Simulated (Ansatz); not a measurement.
# NbAgTe2Br3: the cost of one run

Method: DFT PBE, scalar-relativistic, plane waves, PAW, unless a step names another level, in Ansatz 0.2.0.

11 further runs of the same task are left out: 1 that didn't finish, 10 set aside as unsound or not needed.

### Step 1. Plan

Pauling electronegativities: Nb 1.60, Ag 1.93, Te 2.10, Br 2.96 (spread 1.36). The formula balances with common oxidation states: Nb +5, Ag +2, Br -1, Te -2. Tabulated atomic sizes suggest about 28 Å³/atom. 22 candidates were drawn, by swapping species into database cells of other compounds, at random by space group and Wyckoff sites, or by hand, as the table says:

```
name                   made from  space group no.                           Wyckoff sites  atoms (primitive cell)  V (Å³/atom)
 c01                      random              187          Nb 1a; Ag 1c; Te 2h; Br 2i, 1b                       7         33.4
 c02                      random              160          Nb 3a; Ag 3a; Te 3a, 3a; Br 9b                       7         34.7
 c03                      random              187      Nb 1e; Ag 1b; Te 1a, 1f; Br 2h, 1c                       7         36.8
 c04                      random               38          Nb 2b; Ag 2a; Te 4c; Br 2b, 4c                       7         30.3
 c05                      random              156          Nb 1a; Ag 1a; Te 1b, 1b; Br 3d                       7         36.2
 c06                      random               25  Nb 1a; Ag 1d; Te 1d, 1b; Br 1d, 1c, 1a                       7         28.8
 c07                      random              156          Nb 1b; Ag 1a; Te 1b, 1b; Br 3d                       7         35.7
 c08                      random              164              Nb 1a; Ag 1b; Te 2d; Br 3f                       7         34.5
 c09                      random               38      Nb 2b; Ag 2a; Te 2a, 2b; Br 2a, 4e                       7         28.8
 c10  database cell of InCo3SnS2              166              Nb 3a; Ag 3b; Te 6c; Br 9e                       7         25.1
 c11                      random               65          Nb 2a; Ag 2c; Te 4k; Br 4f, 2d                       7         35.1
 c12                      random              115          Nb 1b; Ag 1d; Te 2g; Br 2e, 1c                       7         36.4
 c13                      random              164              Nb 1a; Ag 1b; Te 2d; Br 3e                       7         31.2
 c14                      random              191              Nb 1b; Ag 1a; Te 2c; Br 3g                       7         28.8
 c15                      random              191              Nb 1b; Ag 1a; Te 2d; Br 3g                       7         31.9
 c16                      random              174          Nb 1b; Ag 1e; Te 1a, 1d; Br 3j                       7         28.7
 c17  database cell of K2PdBrCl3               38          Nb 2a; Ag 2a; Te 4e; Br 2a, 4d                       7         32.4
 c18                      random               65          Nb 2a; Ag 2c; Te 4j; Br 4f, 2d                       7         31.5
 c19                      random               71          Nb 2b; Ag 2a; Te 4i; Br 2c, 4j                       7         31.3
 c20                      random              166              Nb 3b; Ag 3a; Te 6c; Br 9d                       7         29.2
 c21                      random              119          Nb 2b; Ag 2a; Te 4f; Br 2c, 4f                       7         31.5
 c22                      random                3      Nb 1d; Ag 1b; Te 1a, 1b; Br 2e, 1a                       7         32.6
```

### Step 2. Screening run of c13

Contents of input.yaml:

```yaml
crystal:
  lattice:
    - [5.55857971, 0.0, 0.0]
    - [-2.77928986, 4.81387124, 0.0]
    - [0.0, 0.0, 8.15018823]
  atoms:
    - { symbol: Nb, position: [0.0, 0.0, 0.0] }
    - { symbol: Ag, position: [0.0, 0.0, 0.5] }
    - { symbol: Te, position: [0.33333333, 0.66666667, 0.27413233] }
    - { symbol: Te, position: [0.66666667, 0.33333333, 0.72586767] }
    - { symbol: Br, position: [0.5, 0.0, 0.0] }
    - { symbol: Br, position: [0.0, 0.5, 0.0] }
    - { symbol: Br, position: [0.5, 0.5, 0.0] }
basis:
  ecutwfc: 420
kpoints:
  mp_grid: { grid: [3, 3, 2] }
hamiltonian:
  xc: pbe
scf:
  occupations: { method: gaussian, width: 0.15 }
  lower_state_search: "off"
output:
  forces: true
  stress: true
  eigenvalues: true
relax:
  adjacent_minimum: "off"
  f_tol: 0.08
  max_steps: 16
  cell: { stress_tol: 0.8 }
```

Run with:

```sh
$ ansatz run input.yaml --threads 1 --pin off --max-ram 2560MiB --backend cpu --events-out ev --progress --plain --runs-dir out
```

**Question.** How long does this run take on 1 thread of Arm Neoverse V2, shared host, and how much memory does it need?

About 53 s, with a peak of 0.5 GiB.
